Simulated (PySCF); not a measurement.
# H9OPSi3: the cost of one run

Computed with PySCF 2.14.0, with density-fitted response routines of our own, on a single molecule in the gas phase. Atoms are numbered from 0 throughout.

### 1 Starting geometry

14 atoms, charge 0, multiplicity 1; geometry from: GFN2-xTB. The atoms were then displaced at random by about 0.01 Å, so the start is not that level's minimum.

Bonds of the start (Å): Si0–Si1 2.28, Si1–O2 1.62, O2–Si3 1.66, Si3–P4 2.22, Si0–H5 1.48, Si0–H6 1.49, Si0–H7 1.45, Si1–H8 1.48, Si1–H9 1.47, Si3–H10 1.45, Si3–H11 1.46, P4–H12 1.38, P4–H13 1.36.

### 2 Optimising the geometry at PBE0-D3(BJ)/def2-SVP

What the job is given:

```
{"job": {"xc": "PBE0", "basis": "def2-SVP", "d3": "d3bj", "grid": 1, "shake": 0.01, "kind": "geom"}, "charge": 0, "multiplicity": 1}
Si    -2.677890     0.017720    -0.606460
Si    -1.089130     0.452620     0.976650
O      0.168620    -0.515620     0.639350
Si     1.701990    -0.904580     0.143010
P      2.519890     0.825980    -0.988170
H     -3.990950    -0.264260     0.018660
H     -2.942610     1.200400    -1.475120
H     -2.386780    -1.069880    -1.519460
H     -1.404100     0.088300     2.381340
H     -0.565120     1.828380     1.019080
H      2.410610    -1.281580     1.355770
H      1.495500    -2.028830    -0.765890
H      3.071700     1.451560     0.113930
H      3.681090     0.184710    -1.300430
```

Command:

```sh
$ OMP_NUM_THREADS=1 python probes_run.py task.json out
```

This one command runs all jobs of the session in turn.

**Question.** How long does this first job take on 1 thread of Arm Neoverse V1, shared host, and how much memory does it need?

About 3 min, with a peak of 0.56 GiB.
